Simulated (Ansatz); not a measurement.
# CH5BFNS: rigid torsion scan from a Python script

The task is a rigid torsion scan, for CH5BFNS. SMILES: BNC(F)S.

Program: the Python package of Ansatz 0.2.0. Level of theory: r2SCAN0/cc-pVDZ. These are calculated values, not measurements.

**1. The system**

Bond lengths: B1–N2 1.523 Å, N2–C3 1.468 Å, C3–F4 1.351 Å, C3–S5 1.807 Å, B1–H6 1.154 Å, B1–H7 1.225 Å, N2–H8 1.043 Å, C3–H9 1.147 Å, S5–H10 1.377 Å. Angles: B1–N2–C3 110.7°, B1–N2–H8 102.5°, C3–N2–H8 108.2°, N2–B1–H6 124.4°, N2–B1–H7 118.8°, H6–B1–H7 116.2°, N2–C3–F4 110.5°, N2–C3–S5 112.1°, N2–C3–H9 107.5°, F4–C3–S5 111.1°, F4–C3–H9 104.2°, S5–C3–H9 111.1°, C3–S5–H10 92.4°.

The script holds or builds the structure itself.

**2. Script**

File run_torsion.py:

```python
'''Energy of CH5BFNS as one group turns about a bond.'''

from dataclasses import dataclass

import ansatz as az
from ase import Atoms


@dataclass(frozen=True)
class RunConfig:
    basis: str = 'cc-pVDZ'
    xc: str = 'r2scan0'
    force_tol: float = 0.02


opts = RunConfig()


def main() -> None:
    atoms = Atoms(['B', 'N', 'C', 'F', 'S', 'H', 'H', 'H', 'H', 'H'], positions=[
        [0.2757, 1.2372, 1.0413],
        [-0.4995, -0.0594, 0.8501],
        [-0.1033, -0.7228, -0.398],
        [-0.3666, -2.0462, -0.3347],
        [-0.8837, 0.0275, -1.8451],
        [0.93, 1.4765, 1.9617],
        [0.0833, 2.1609, 0.2596],
        [-0.1667, -0.6415, 1.6488],
        [1.0398, -0.6657, -0.4704],
        [-0.2259, -0.8176, -2.7103],
    ])

    # relax first, so that the scan starts from a minimum
    first = (
        az.Crystal.molecule_from_ase(atoms).calculation()
        .basis(gaussian=opts.basis)
        .functional(opts.xc)
        .relax(force_tolerance=opts.force_tol, max_steps=80)
    )
    atoms.positions = first.run().report['positions_ang']

    start = atoms.get_dihedral(3, 2, 1, 0)
    energies = {}
    for turn in range(0, 360, 30):
        turned = atoms.copy()
        turned.set_dihedral(3, 2, 1, 0, start + turn, indices=[0, 1, 5, 6, 7])
        calc = (
            az.Crystal.molecule_from_ase(turned).calculation()
            .basis(gaussian=opts.basis)
            .functional(opts.xc)
        )
        energies[round((start + turn) % 360)] = calc.run().report['free_energy_ev']
    floor = min(energies.values())
    print('dihedral F3-C2-N1-B0 (deg)   E - E(min) (kJ/mol)')
    for angle, e in sorted(energies.items()):
        print(f'{angle:8d} {96.485332 * (e - floor):14.3f}  ' + '#' * int(30 * (e - floor) / max(max(energies.values()) - floor, 1e-9)))


if __name__ == '__main__':
    main()
```

**3. What the engine is handed**

The engine receives this input (first run):

```yaml
crystal:
  periodic: [false, false, false]
  atoms:
    - { symbol: B, position_ang: [0.2757, 1.2372, 1.0413] }
    - { symbol: "N", position_ang: [-0.4995, -0.0594, 0.8501] }
    - { symbol: C, position_ang: [-0.1033, -0.7228, -0.398] }
    - { symbol: F, position_ang: [-0.3666, -2.0462, -0.3347] }
    - { symbol: S, position_ang: [-0.8837, 0.0275, -1.8451] }
    - { symbol: H, position_ang: [0.93, 1.4765, 1.9617] }
    - { symbol: H, position_ang: [0.0833, 2.1609, 0.2596] }
    - { symbol: H, position_ang: [-0.1667, -0.6415, 1.6488] }
    - { symbol: H, position_ang: [1.0398, -0.6657, -0.4704] }
    - { symbol: H, position_ang: [-0.2259, -0.8176, -2.7103] }
basis:
  gaussian:
    orbitals: cc-pVDZ
hamiltonian:
  xc: r2scan0
relax:
  f_tol: 0.02
  max_steps: 80
```

**4. Launch**

On the command line:

```sh
$ python run_torsion.py
```

The program printed:

```text
dihedral F3-C2-N1-B0 (deg)   E - E(min) (kJ/mol)
       3         14.129  ########################
      33         17.508  ##############################
      63         15.350  ##########################
      93          4.911  ########
     123          0.000
     153          6.344  ##########
     183         13.434  #######################
     213         11.518  ###################
     243          7.881  #############
     273          9.946  #################
     303         11.382  ###################
     333         12.135  ####################
```

Wall time 88 s (1 thread of AMD EPYC 9B45 (Zen 5), shared host); peak memory 0.3 GiB.

**5. How the relaxation of run 0 went**

Relaxation path:

| step | energy from step 1 (eV) | largest force component (eV/Å) |
| --- | --- | --- |
| 1 | 0.0000 | 2.8889 |
| 2 | -0.4775 | 2.1309 |
| 3 | -0.7855 | 1.6093 |
| 4 | -0.9937 | 1.1112 |
| 5 | -1.0232 | 1.2207 |
| 6 | -1.1072 | 0.9482 |
| 7 | -1.1095 | 0.5251 |
| 8 | -1.1221 | 0.4307 |
| 9 | -1.1259 | 0.2001 |
| 10 | -1.1226 | 0.5505 |
| 11 | -1.1351 | 0.1736 |
| 12 | -1.1424 | 0.2134 |
| 13 | -1.1461 | 0.2599 |
| 14 | -1.1512 | 0.2032 |
| 15 | -1.1520 | 0.1972 |
| 16 | -1.1577 | 0.1121 |
| 17 | -1.1592 | 0.0457 |
| 18 | -1.1594 | 0.0880 |
| 19 | -1.1597 | 0.0242 |
| 20 | -1.1597 | 0.0183 |

Step 1 is the start. Step 10 was tried and not accepted.

Before: Bond lengths: B1–N2 1.523 Å, N2–C3 1.468 Å, C3–F4 1.351 Å, C3–S5 1.807 Å, B1–H6 1.154 Å, B1–H7 1.225 Å, N2–H8 1.043 Å, C3–H9 1.147 Å, S5–H10 1.377 Å. Angles: B1–N2–C3 110.7°, B1–N2–H8 102.5°, C3–N2–H8 108.2°, N2–B1–H6 124.4°, N2–B1–H7 118.8°, H6–B1–H7 116.2°, N2–C3–F4 110.5°, N2–C3–S5 112.1°, N2–C3–H9 107.5°, F4–C3–S5 111.1°, F4–C3–H9 104.2°, S5–C3–H9 111.1°, C3–S5–H10 92.4°.

After: Bond lengths: B1–N2 1.393 Å, N2–C3 1.420 Å, C3–F4 1.379 Å, C3–S5 1.815 Å, B1–H6 1.200 Å, B1–H7 1.198 Å, N2–H8 1.012 Å, C3–H9 1.097 Å, S5–H10 1.349 Å. Angles: B1–N2–C3 130.3°, B1–N2–H8 118.9°, C3–N2–H8 110.7°, N2–B1–H6 117.6°, N2–B1–H7 120.0°, H6–B1–H7 122.4°, N2–C3–F4 108.9°, N2–C3–S5 111.7°, N2–C3–H9 111.0°, F4–C3–S5 110.3°, F4–C3–H9 105.6°, S5–C3–H9 109.1°, C3–S5–H10 92.0°.

Run 0 is this relaxation; the runs after it count from 1.

**6. Run by run**

The 12 runs, in the order started:

| run | turn (°) | energy from run 9 (eV) | SCF cycles | CPU time (s) |
| --- | --- | --- | --- | --- |
| 1 | 0 | 0.0817 | 18 | 2.2 |
| 2 | 30 | 0.1031 | 18 | 2.2 |
| 3 | 60 | 0.1180 | 18 | 2 |
| 4 | 90 | 0.1258 | 18 | 2.2 |
| 5 | 120 | 0.1464 | 18 | 2 |
| 6 | 150 | 0.1815 | 18 | 2 |
| 7 | 180 | 0.1591 | 18 | 2.6 |
| 8 | 210 | 0.0509 | 18 | 2.5 |
| 9 | 240 | 0.0000 | 17 | 2.3 |
| 10 | 270 | 0.0658 | 18 | 2.3 |
| 11 | 300 | 0.1392 | 18 | 2.4 |
| 12 | 330 | 0.1194 | 18 | 2.2 |

**7. Summary of results**

| quantity | value |
| --- | --- |
| runs compared | 12 |
| range of energy | 0.181 eV |
| lowest point, turn (°) | 240 |

**Reading.** The lowest point lies at a turn of 240°, the highest 0.181 eV (17.5 kJ/mol) above it at 150°. The grid can miss the true lowest and highest points, and the rest of the molecule is held rigid. Run 0: The relaxation took 18 moves; the largest shift is 0.748 Å. The scan is rigid and the energies are electronic, in a modest basis. With rigid groups the curve can differ much from the relaxed path, the start wasn't checked as a minimum of this torsion, and equivalent turns needn't return to the same energy.
